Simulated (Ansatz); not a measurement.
CH₅O₂Si, SMILES CO[SiH]O, a rigid scan of one bond length

Computed with Ansatz 0.2.0 through its Python package.

`ch5o2si.xyz`
```text
9

C    -0.68240    1.19950   -0.10530
O    -0.46300   -0.11350   -0.44030
Si    1.03140   -0.70320   -0.15920
O     1.03180   -2.34600   -0.11970
H    -1.76770    1.44970   -0.40630
H    -0.61990    1.44270    0.95660
H    -0.06090    1.92770   -0.68210
H     1.54970   -0.21900    1.17790
H     0.06950   -2.68420   -0.23880
```

Run as a notebook:

In [1]:
```python
import warnings

import ansatz as az
import numpy as np
```

In [2]:
```python
warnings.simplefilter('ignore', az.DeckWarning)
```

In [3]:
```python
system = az.Crystal.molecule_from_extxyz('ch5o2si.xyz')
```

In [4]:
```python
symbols = [site.symbol for site in system.cartesian_sites]
start = np.array([site.position_ang for site in system.cartesian_sites])
axis = (start[8] - start[3]) / np.linalg.norm(start[8] - start[3])
moving = [8]
lengths, energies = [0.87, 0.94, 1.03, 1.13, 1.28, 1.54, 1.85, 2.26], []
for length in lengths:
    xyz = start.copy()
    xyz[moving] += (length - np.linalg.norm(start[8] - start[3])) * axis
    point = az.Crystal.molecule()
    for symbol, place in zip(symbols, xyz):
        point = point.atom(symbol, place.tolist())
    job = point.calculation()
    job = job.basis(gaussian='cc-pVDZ')
    job = job.functional('r2scan0')
    job = job.spin('collinear', total=1)
    job = job.accuracy('medium')
    data = job.run(threads=1, pin='off').report
    energies.append(data['free_energy_ev'])
    print(f'r = {length:6.3f} A  E = {energies[-1]:.5f} eV  <S^2> = {abs(data["mean_field"]["state"]["spin_squared"]):.3f}')

print('energy above the lowest point (eV):', [round(e - min(energies), 3) for e in energies])
```
```text
r =  0.870 A  E = -13085.78868 eV  <S^2> = 0.753
r =  0.940 A  E = -13086.06562 eV  <S^2> = 0.753
r =  1.030 A  E = -13085.98472 eV  <S^2> = 0.753
r =  1.130 A  E = -13085.57902 eV  <S^2> = 0.753
r =  1.280 A  E = -13084.71296 eV  <S^2> = 0.754
r =  1.540 A  E = -13083.20676 eV  <S^2> = 0.804
r =  1.850 A  E = -13082.36783 eV  <S^2> = 0.952
r =  2.260 A  E = -13082.17213 eV  <S^2> = 0.954
energy above the lowest point (eV): [0.277, 0.0, 0.081, 0.487, 1.353, 2.859, 3.698, 3.893]
```

These settings explore the input space; basis and method may be short of convergence. The rest of the molecule is held rigid at a force-field or estimated start geometry, and the basis set is modest; single-reference methods fail as a bond breaks. The run takes the species as open-shell (spin multiplicity 2), which needn't be its ground state. The expectation value of S² is noticeably off S(S+1) in at least one run, so that state is spin-contaminated. Finished in 81 s on 1 thread of Intel(R) Xeon(R) Platinum 8259CL CPU @ 2.50GHz (Skylake/Cascade Lake), on a shared host, peak memory 0.33 GiB.
